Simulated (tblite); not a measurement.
# C7H13BO2: the cost of one run

Computed with tblite 0.8.0 (tight binding) and PySCF 2.14.0 (DFT, with response routines of our own); each step states its level. Atoms count from 0 throughout.

## Step 1: The molecule as given

23 atoms, charge 0, multiplicity 1; geometry from: UFF geometry.

Bonds of the start (Å): B1–C3 1.61, B1–O2 1.48, C3–C4 1.53, C3–C5 1.54, C3–H12 1.09, C4–C5 1.53, C4–H13 1.11, C4–H14 1.12, C5–C6 1.51, C5–C9 1.53, C6–C7 1.52, C6–H15 1.10, C6–H16 1.11, C7–C8 1.53, C7–H17 1.10, C7–H18 1.12, C8–C9 1.52, C8–H19 1.11, C8–H20 1.12, C9–H21 1.11, C9–H22 1.11, O0–B1 1.47, O0–H10 0.99, O2–H11 0.99.

## Step 2: GFN2-xTB relaxation, conformer 1

What the job is given:

```
{"job": {"xc": "GFN2-xTB", "basis": "xTB", "kind": "relax"}, "charge": 0, "multiplicity": 1}
O      3.669100    -0.872200    -1.075100
B      2.483900    -0.587600    -0.257500
O      2.557900    -0.874400     1.189800
C      1.227800     0.158200    -0.924100
C      0.826100     1.412100    -0.137400
C     -0.141700     0.232800    -0.233100
C     -1.374000     0.439400    -1.085500
C     -2.509300     0.268500    -0.085700
C     -1.987800    -0.644100     1.031400
C     -0.474900    -0.497400     1.067200
H      4.207200    -0.049200    -1.015800
H      2.280100    -1.824300     1.272300
H      1.231100     0.320500    -2.003700
H      1.313800     1.562800     0.843500
H      0.598000     2.288700    -0.800500
H     -1.423500     1.433600    -1.560600
H     -1.422400    -0.358900    -1.850500
H     -2.786800     1.250300     0.335400
H     -3.412200    -0.172300    -0.573500
H     -2.257500    -1.694500     0.809400
H     -2.446600    -0.354600     2.011600
H     -0.158600     0.087200     1.958900
H     -0.004400    -1.497500     1.093600
```

Started as:

```
> OMP_NUM_THREADS=1 python ens_run.py task.json out
```

One launch serves the whole session.

**Question.** How long does this first job take on 1 thread of AMD EPYC, shared host?

About 3 s.
